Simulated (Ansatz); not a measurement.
Crystal: Ta3AsAu2O13.

```xyz
19
Lattice="5.7238 -0.0075 -0.0040 1.3028 6.2550 0.0056 0.2757 1.3007 8.3675" Properties=species:S:1:pos:R:3 pbc="T T T"
Ta    1.8016    2.6675    4.8901
Ta    0.6106    1.9943    8.3559
Ta    4.2828    4.5395    4.2252
As    4.7578    6.6860    6.9518
Au    3.4916    0.8150    1.5556
Au    1.4492    5.7148    3.7432
O     4.8936    5.2811    5.9496
O     3.3221    1.7411    5.8246
O     6.2809    6.7422    7.6940
O     3.3672    6.6706    7.9235
O     4.5687    1.8638    0.2577
O     1.7240    1.5064    0.9269
O     0.9962    1.2256    4.1088
O     3.3758    2.9946    3.6400
O     0.9058    2.6910    6.5776
O     6.1615    3.9169    3.8186
O     4.0664    5.7780    2.9290
O     2.4385    4.7506    5.2300
O     6.5613    6.2408    1.8957
```

The cell was built by a generator and needn't be a form met in nature.

Base run:

```yaml
Program: Ansatz 0.2.0
Functional: r2SCAN
Potentials_or_basis: Ansatz PAW
Cutoff: 500 eV
Density_cutoff: 2000 eV
k_mesh: 5 × 5 × 4
Occupations: fermi-dirac, width 0.05 eV
Spin: no spin polarisation
```

Its results: band gap on the k mesh 1.55 eV, indirect (least direct gap 1.60 eV); pressure -4.7 GPa; largest force 0.645 eV/Å.

Task: The run is repeated on the same cell with these changes: functional from r2SCAN to PBEsol; cutoff from 500 eV to 420 eV; density cutoff from 2000 eV to 1680 eV. What comes out?

Result: Band gap on the k mesh 1.26 eV, indirect (least direct gap 1.33 eV); pressure -4.5 GPa; largest force 0.450 eV/Å.

r2SCAN gives the wider gap, since meta-GGAs in the generalised Kohn-Sham scheme recover part of the derivative discontinuity.

Caveats: spin-orbit coupling is left out, which moves the levels of the heavy elements; the PAW data sets come from PBE, with cores solved anew for the run's functional, which leaves a small shift of forces and pressure.

Not every run made on this cell is shown here.
